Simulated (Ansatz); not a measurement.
**CH₆AlNSSi: up Jacob's ladder to CCSD(T)**

The task here is to estimate one member of a computed series from the others.

Program: Ansatz 0.2.0, Gaussian basis. Level of theory: functionals in def2-TZVPP, the program's frozen cores in correlated methods. These are calculated values, not measurements.

Plan: PBE-D4, r2SCAN-D4, PBE0-D4, B3LYP-D4, ωB97X-V, ωB97M-V, B2PLYP; CCSD(T)/def2-TZVPP; MP2/def2-QZVPP; extrapolation to the limit.

## The relaxed structure

The geometry comes from an earlier relaxation with PBE0-D4 in a triple-zeta def2 set; it is a stationary point, not always the lowest conformer.

SMILES `C[Si]1(N)[AlH][S]1`, 11 atoms, charge 0, spin multiplicity 1.

Atoms are counted from 1 here; the program's logs count them from 0.

Bond lengths: C1–Si2 1.866 Å, C1–H6 1.095 Å, C1–H7 1.092 Å, C1–H8 1.090 Å, Si2–N3 1.712 Å, Si2–Al4 2.323 Å, Si2–S5 2.219 Å, N3–H9 1.008 Å, N3–H10 1.006 Å, Al4–S5 2.176 Å, Al4–H11 1.579 Å. Angles: Si2–C1–H6 110.0°, Si2–C1–H7 110.7°, Si2–C1–H8 110.8°, H6–C1–H7 108.4°, H6–C1–H8 107.9°, H7–C1–H8 108.9°, C1–Si2–N3 106.3°, C1–Si2–Al4 127.0°, C1–Si2–S5 110.9°, N3–Si2–Al4 125.2°, N3–Si2–S5 117.8°, Al4–Si2–S5 57.2°, Si2–N3–H9 120.1°, Si2–N3–H10 121.4°, H9–N3–H10 111.5°, Si2–Al4–S5 59.0°, Si2–Al4–H11 167.1°, S5–Al4–H11 133.8° and more.

Coordinates:

| atom | x (Å) | y (Å) | z (Å) |
| --- | --- | --- | --- |
| C1 | -1.15796 | 0.43921 | 1.10462 |
| Si2 | 0.15485 | -0.11453 | -0.09975 |
| N3 | 1.65831 | 0.13194 | 0.68059 |
| Al4 | -0.16008 | -1.34956 | -2.04194 |
| S5 | -0.14571 | 0.82612 | -2.08647 |
| H6 | -0.99844 | 1.48765 | 1.37590 |
| H7 | -1.12509 | -0.16191 | 2.01616 |
| H8 | -2.15057 | 0.35451 | 0.66133 |
| H9 | 1.77223 | 0.89438 | 1.33066 |
| H10 | 2.52718 | -0.10035 | 0.22920 |
| H11 | -0.30932 | -2.46456 | -3.14970 |

Set-up of the first run:

in.yaml

```yaml
crystal:
  periodic: [false, false, false]
  atoms:
    - {symbol: C, position_ang: [-1.157955, 0.439214, 1.104621]}
    - {symbol: Si, position_ang: [0.154846, -0.114530, -0.099751]}
    - {symbol: N, position_ang: [1.658315, 0.131940, 0.680595]}
    - {symbol: Al, position_ang: [-0.160081, -1.349565, -2.041944]}
    - {symbol: S, position_ang: [-0.145708, 0.826122, -2.086468]}
    - {symbol: H, position_ang: [-0.998443, 1.487648, 1.375895]}
    - {symbol: H, position_ang: [-1.125093, -0.161913, 2.016160]}
    - {symbol: H, position_ang: [-2.150573, 0.354509, 0.661330]}
    - {symbol: H, position_ang: [1.772231, 0.894382, 1.330664]}
    - {symbol: H, position_ang: [2.527180, -0.100346, 0.229196]}
    - {symbol: H, position_ang: [-0.309318, -2.464561, -3.149698]}
basis:
  gaussian: {orbitals: def2-TZVPP}
hamiltonian: {xc: pbe, dispersion: d4}
output: {forces: true, orbitals: {seedname: orbitals}}
```

Started as:

```sh
$ ansatz run in.yaml --threads 4 --pin off --events-out ev --progress --plain --max-ram 10444MiB
```

Among the steps run: PBE-D4 (GGA); r2SCAN-D4 (meta-GGA); PBE0-D4 (hybrid); B3LYP-D4 (hybrid); ωB97X-V (range-separated); ωB97M-V (range-separated); B2PLYP (double hybrid); CCSD(T) in def2-TZVPP; MP2 in def2-QZVPP.

One of the session's tables, all rows but one given; the rest of the session is left out.

| method | atomisation energy (kJ/mol) |
| --- | --- |
| PBE-D4 | 3816.2 |
| r2SCAN-D4 | 3777.8 |
| PBE0-D4 | 3763.7 |
| B3LYP-D4 | ? |
| ωB97X-V | 3786.1 |
| ωB97M-V | 3778.5 |
| B2PLYP | 3701.0 |
| HF/def2-TZVPP | 2682.1 |
| MP2/def2-TZVPP | 3694.2 |
| CCSD/def2-TZVPP | 3579.4 |
| CCSD(T)/def2-TZVPP | 3643.0 |
| MP2/CBS | 3816.1 |
| CCSD(T)/CBS | 3764.9 |

**Question.** Estimate the row for B3LYP-D4.

As computed: atomisation energy (kJ/mol): 3747.7. In the column «atomisation energy (kJ/mol)» it lies between B2PLYP (3701.0) and PBE0-D4 (3763.7).

Caveats from the session: Free atoms (1 C, 1 Si, 1 N, 1 Al, 1 S, 6 H) were run apart at each level; the atomisation energy is their sum less the molecule, without zero-point or spin-orbit terms.
